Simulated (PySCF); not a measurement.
**From one method to the next for Cd2**

Starting from one script, swap the method and compare what comes out for Cd2.

Method: each script names its method and basis; program: PySCF 2.14.0.

**1. Starting geometry**

Cd2: 2 atoms, charge 0, spin multiplicity 1.

No contacts short enough for the rule that draws bonds.

**2. Base script**

input.py

```python
from pyscf import gto, dft
from pyscf.geomopt.geometric_solver import optimize

mol = gto.M(
    atom='Cd 0 0 0; Cd 0 0 3.22',
    basis='3-21g',
    charge=0,
    spin=0,
    verbose=4,
)
mf = dft.RKS(mol, xc='scan')
mf.kernel()
g = mf.nuc_grad_method()
g.grid_response = True
mol_eq = optimize(g.as_scanner(), maxsteps=30)
print('optimised geometry (angstrom)')
print(mol_eq.tostring('raw'))
print('orbital energies (hartree):', mf.mo_energy[..., max(0, mol.nelec[1]-3):mol.nelec[0]+3].round(4))
```

On the command line:

```
OMP_NUM_THREADS=1 python input.py
```

**3. Hf,lyp**

Variant 1 changes functional: scan → hf,lyp.

Edit input.py of step 2 so:

```diff
@@ -10,3 +10,3 @@
 )
-mf = dft.RKS(mol, xc='scan')
+mf = dft.RKS(mol, xc='hf,lyp')
 mf.kernel()
```

**4. R2scan**

Variant 2 changes functional: scan → r2scan.

Edit input.py of step 2 so:

```diff
@@ -10,3 +10,3 @@
 )
-mf = dft.RKS(mol, xc='scan')
+mf = dft.RKS(mol, xc='r2scan')
 mf.kernel()
```

**5. Gradient**

Variant 3 changes step after the SCF: optimize → gradient.

input.py

```python
from pyscf import gto, dft

mol = gto.M(
    atom='Cd 0 0 0; Cd 0 0 3.22',
    basis='3-21g',
    charge=0,
    spin=0,
    verbose=4,
)
mf = dft.RKS(mol, xc='scan')
mf.kernel()
g = mf.nuc_grad_method()
g.grid_response = True
g.kernel()
mf.dip_moment()
print('orbital energies (hartree):', mf.mo_energy[..., max(0, mol.nelec[1]-3):mol.nelec[0]+3].round(4))
```

Q: Predict the outcome of this session. Wanted: for each run, E(SCF); from base; gap; after the SCF.

**Answer**, as computed:

```csv
run,E(SCF) (hartree),from base (eV),cycles,gap (eV),after the SCF
base,-10885.293522,0,8,2.98,"bond 3.206 Å, 0.000 eV"
"hf,lyp",-10884.515985,not comparable,8,6.83,"bond 4.163 Å, -0.084 eV"
r2scan,-10884.403116,not comparable,8,2.91,"bond 3.232 Å, 0.000 eV"
gradient,-10885.293522,0.0000,8,2.98,n/a
```

SCF columns refer to the geometry typed in the script.

What this shows: Total energies of different functionals can't be compared with each other; differences within one functional can.
